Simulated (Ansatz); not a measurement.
**TcO3(OH) (TcHO₄): geometry, orbitals and charge**

Aim: characterise TcO3(OH) (TcHO₄) as a singlet: its structure, frontier levels and distribution of charge.

The runs use Ansatz 0.2.0, Gaussian basis; RKS PBE0-D4/def2-TZVP.

Levels to be run: relaxation at PBE0-D4/def2-SVP; a search for the lowest solution at PBE0-D4/def2-SVP; a single point at PBE0-D4/def2-TZVP.

5 further runs of the same task are left out: 5 set aside as unsound or not needed. Runs told in other sessions of the task aren't counted.

**1. Where the work starts**

6 atoms, charge 0, spin multiplicity 1.

Atoms are counted from 1 here; the program's logs count them from 0.

Bond lengths: Tc1–O2 1.645 Å, Tc1–O3 1.645 Å, Tc1–O4 1.645 Å, Tc1–O5 1.742 Å, O5–H6 0.956 Å. Angles: O2–Tc1–O3 106.6°, O2–Tc1–O4 106.6°, O2–Tc1–O5 112.2°, O3–Tc1–O4 106.6°, O3–Tc1–O5 112.2°, O4–Tc1–O5 112.2°, Tc1–O5–H6 179.9°.

Geometry (Å):

```mol
HO4Tc
  3D, bonds by distance, orders not assigned

  6  5  0  0  0  0  0  0  0  0999 V2000
    0.1898    0.3291    0.1982 Tc  0  0
    0.0995    0.2051    1.8362 O   0  0
    1.7878    0.4449   -0.1762 O   0  0
   -0.4914    1.7725   -0.2014 O   0  0
   -0.5809   -1.0089   -0.6073 O   0  0
   -1.0047   -1.7426   -1.0496 H   0  0
  1  2  8  0
  1  3  8  0
  1  4  8  0
  1  5  8  0
  5  6  8  0
M  END
```

Formally the metal is d0. Tc takes a core potential in the def2 sets. No spin-orbit coupling is included.

The start is a GFN2-xTB geometry.

**2. Optimising with PBE0-D4/def2-SVP**

Input file in.yaml:

```yaml
crystal:
  periodic: [false, false, false]
  atoms:
    - {symbol: Tc, position_ang: [0.189790, 0.329120, 0.198180]}
    - {symbol: O, position_ang: [0.099490, 0.205060, 1.836210]}
    - {symbol: O, position_ang: [1.787780, 0.444860, -0.176170]}
    - {symbol: O, position_ang: [-0.491440, 1.772460, -0.201370]}
    - {symbol: O, position_ang: [-0.580920, -1.008870, -0.607260]}
    - {symbol: H, position_ang: [-1.004700, -1.742630, -1.049590]}
basis:
  gaussian: {orbitals: def2-SVP}
hamiltonian: {xc: pbe0, dispersion: d4}
scf: {omitted_lower_state_checks: [starts]}
output: {orbitals: {seedname: orbitals}}
relax: {f_tol: 0.02, max_steps: 100}
```

On the command line:

```
$ ansatz run in.yaml --threads 4 --pin off --events-out ev --progress --plain --max-ram 3916MiB
```

Further steps of the session: Searching for the lowest solution, PBE0-D4/def2-SVP; Single point, PBE0-D4/def2-TZVP.

Q: Predict the results of all the runs planned. Wanted: point group; near neighbours of the metal; HOMO, LUMO at PBE0-D4/def2-TZVP; charge on the metal; dipole at PBE0-D4/def2-SVP.

**Answer**, as computed:

```
                                         quantity                             value
                                      point group                                C1
                     near neighbours of the metal  O 1.66, O 1.66, O 1.66, O 1.84 Å
                  HOMO, LUMO at PBE0-D4/def2-TZVP                   -9.86, -3.62 eV
charge on the metal (Mulliken, PBE0-D4/def2-TZVP)                           +1.84 e
                       dipole at PBE0-D4/def2-SVP                            2.87 D
```

The molecule keeps its bonding pattern by the stored test; the atoms moved 0.27 Å (rms), and the angle Tc1–O5–H6 went from 180° to 120°. The metal has 4 near neighbours by the distance rule, from 1.66 to 1.84 Å. The Mulliken charge of the metal, +1.84 e, depends on the basis and isn't its oxidation state. No usable vibrations, so a minimum isn't proven. The HOMO lies nearest to O2, O4 about 35 % each; O3 28 % and the LUMO to Tc1 50 %; O3 18 %. Whether this spin is the lowest isn't tested here.
